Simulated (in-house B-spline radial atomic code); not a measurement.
# Tl³⁺: ionisation energy by several methods

The task here is to estimate one member of a computed series from the others.

Program: in-house B-spline radial atomic code version 1. Level of theory: scalar-relativistic (X2C), several functionals, spin-polarised; spherical all-electron atom at the radial basis limit. These are calculated values, not measurements, unless marked.

## The atom as given

| Item | Value |
| --- | --- |
| element | thallium (Z = 81) |
| charge | +3 |
| electrons | 78 |
| configuration | [Xe] 4f14 5d10 |
| nucleus | Fermi, rms radius 5.476 fm |

The outer shells:

[Xe] 4f14 5d10
```
[Xe] core
4f [↑↓][↑↓][↑↓][↑↓][↑↓][↑↓][↑↓]
5d [↑↓][↑↓][↑↓][↑↓][↑↓]
```

Where spins are not typed, each open shell is filled with up spins first.

Set-up of the first run:

Input settings:

```ini
Z = 81
electrons = 78.0
configuration = [Xe] 4f14 5d10
hamiltonian = x2c
method = lda,
spin_polarised = True
nucleus = fermi
rms_radius = 5.4759
mass_number = 205
atomic_mass = 204.974427318
speed_of_light = 137.035999084
```

Steps of the session up to this table: exchange-only LDA; Hartree-Fock; PBE, a GGA; revTPSS, a meta-GGA; r2SCAN, a meta-GGA; LDA (PW92).

One table of the session follows, with a row left open; its other results are not shown here.

| method | ΔSCF (eV) |
| --- | --- |
| exchange-only LDA | 50.118 |
| LDA (PW92) | 51.847 |
| PBE | 51.543 |
| revTPSS | ? |
| r2SCAN | 51.869 |
| Hartree-Fock | 50.158 |

Estimate the missing values for revTPSS.

As computed: ΔSCF (eV): 51.504. In the column «ΔSCF (eV)» it lies between Hartree-Fock (50.158) and PBE (51.543).

To keep in mind: Meta-GGA runs start from a PBE run whose iterations are not counted.
